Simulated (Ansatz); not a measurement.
Runs of Ansatz 0.2.0 on CsLiCr2Te2S3. It takes space group R32 (No. 155, trigonal). Conventional cell: a = 6.639 Å, b = 6.639 Å, c = 20.639 Å, α = 90.00°, β = 90.00°, γ = 120.00°. Cs (site symmetry 32) is surrounded by 6 Te at 3.84 Å and 6 S at 4.04 Å and 2 Cr at 4.16 Å. Li (site symmetry 32) has 3 S at 2.41 Å as nearest neighbours. Around Cr (site symmetry 3) lie 3 S at 2.24 Å and 1 Te at 2.45 Å. Te (site symmetry 3) has 1 Cr at 2.45 Å as nearest neighbours. S (site symmetry 2) is surrounded by 2 Cr at 2.24 Å and 1 Li at 2.41 Å. The cell was built by a generator and needn't be a form met in nature.

```tsv
task	level	cell	k mesh	cutoff (eV)	points for each segment of the path	gap on the mesh (eV)	pressure (GPa)	moment (μB)	relaxed volume (Å³/atom)	largest force (eV/Å)
relaxation of cell and atoms	r2SCAN+D4	relaxed	4 × 4 × 4	500	-	none	0.0	4.00	(a)	-
relaxation of cell and atoms	LDA	relaxed	4 × 4 × 4	420	-	none	0.0	(c)	24.93	-
band structure	LDA	as given	5 × 5 × 5	420	10	none	(b)	4.00	-	0.48
relaxation of cell and atoms	BLYP	relaxed	4 × 4 × 4	420	-	none	0.0	4.00	38.37	-
band structure	BLYP	as given	5 × 5 × 5	420	10	none	2.1	4.00	-	0.20
```

Alike in all rows: potentials or basis Ansatz PAW; spin collinear, ferromagnetic start; smearing fermi-dirac 0.05 eV.

Task: Estimate the missing entries.

Result: (a) 27.66; (b) -3.9; (c) 3.99.

Caveats: only a ferromagnetic start was run, and an antiferromagnetic order may lie lower in energy; the PAW data sets come from PBE, with cores solved anew for the run's functional, which leaves a small shift of forces and pressure; the plane-wave basis is chosen anew once the cell has moved, so the energies of steps on either side of that aren't comparable (some runs); spin-orbit coupling is left out, which moves the levels of the heavy elements (some runs); the magnetic or orbital state may not be the lowest (some runs); pairwise dispersion overbinds metals, which lowers pressure and volume (some runs); the volume moved by over 15 % at a fixed basis, so the end points are rough (some runs).

A k mesh can miss the band edges, and the runs leave out spin-orbit coupling on Cs, Te.

A gap of «none» marks a metal or a gap under the smearing width.

Runs at the PBE level aren't shown here.
